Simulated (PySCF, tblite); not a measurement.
# C₇H₁₀O+ (doublet): geometry, infrared bands and EPR parameters

Wanted: the infrared bands and EPR parameters of C₇H₁₀O+ (doublet) (`[CH2+][CH][C@@]1(C)C[C@@H]1C=O`), by calculation.

The runs use tblite 0.8.0 and PySCF 2.14.0, with density-fitted response routines of our own; the level of theory stands in each step. All values are computed, except where a source is named. Atoms are numbered from 0 throughout.

## (1) Starting geometry

18 atoms, charge 1, multiplicity 2; geometry from: force field or distance geometry start.

Bonds of the start (Å): C0–C1 1.47, C1–C2 1.53, C2–C3 1.49, C2–C4 1.49, C4–C5 1.50, C5–C6 1.48, C6–O7 1.24, C5–C2 1.50, C0–H8 1.08, C0–H9 1.11, C1–H10 1.10, C3–H11 1.10, C3–H12 1.13, C3–H13 1.12, C4–H14 1.13, C4–H15 1.10, C5–H16 1.11, C6–H17 1.09.

## (2) Geometry optimisation with GFN2-xTB

What the job is given:

```
{"job": {"kind": "relax", "xc": "GFN2-xTB", "basis": "xTB"}, "charge": 1, "multiplicity": 2}
C     -1.879300     1.627500    -0.164500
C     -1.712700     0.198700     0.113100
C     -0.273900    -0.300800    -0.048000
C     -0.135000    -1.760300     0.240500
C      0.589600     0.247600    -1.130900
C      0.853300     0.621100     0.297500
C      2.016000     0.026400     1.001600
O      2.367000    -1.148600     0.840600
H     -1.124500     2.166800    -0.711100
H     -2.768500     2.202100     0.156100
H     -2.387900    -0.377800    -0.534500
H      0.535800    -2.265600    -0.473000
H     -1.168600    -2.226000     0.227200
H      0.217800    -1.959800     1.285700
H      0.158200     1.035200    -1.810900
H      1.414200    -0.336500    -1.559500
H      0.653600     1.686900     0.541500
H      2.636200     0.569400     1.717000
```

Run with:

```bash
$ OMP_NUM_THREADS=1 python probes_run.py task.json out
```

The driver reads the jobs from task.json and runs them one after another.

**Question.** This job is followed by: GFN2-xTB harmonic vibrations, gas phase; UKS B3LYP, pcH-1 on C H O, non-relativistic, mean-field spin-orbit, GIAO. Predict these results of the whole session: strongest single infrared mode (GFN2-xTB); zero-point energy (GFN2-xTB); g(iso) (B3LYP); ⟨S²⟩; largest a(iso) (averaged by class).

The runs gave:

```
                                 quantity                  value
strongest single infrared mode (GFN2-xTB)  1784 cm⁻¹, 231 km/mol
             zero-point energy (GFN2-xTB)          91.2 kcal/mol
                           g(iso) (B3LYP)                2.00296
                                     ⟨S²⟩     0.760 (exact 0.75)
       largest a(iso) (averaged by class)   1H on H17, 170.2 MHz
```

Relaxing lowered the energy by 2.172 eV in 125 steps; the close pair that moved most is C0–C1, from 1.465 to 1.343 Å. No mode is imaginary among the 48: a minimum at this level. The strongest single mode, at 1784 cm⁻¹, moves mainly C6 and O7. GFN2-xTB is a fitted tight-binding method: band positions and strengths are rough. Its intensities can rank the bands wrongly. C0 carries the largest spin population, 0.37 e. The isotropic g lies 0.6 ppt above the free-electron value.
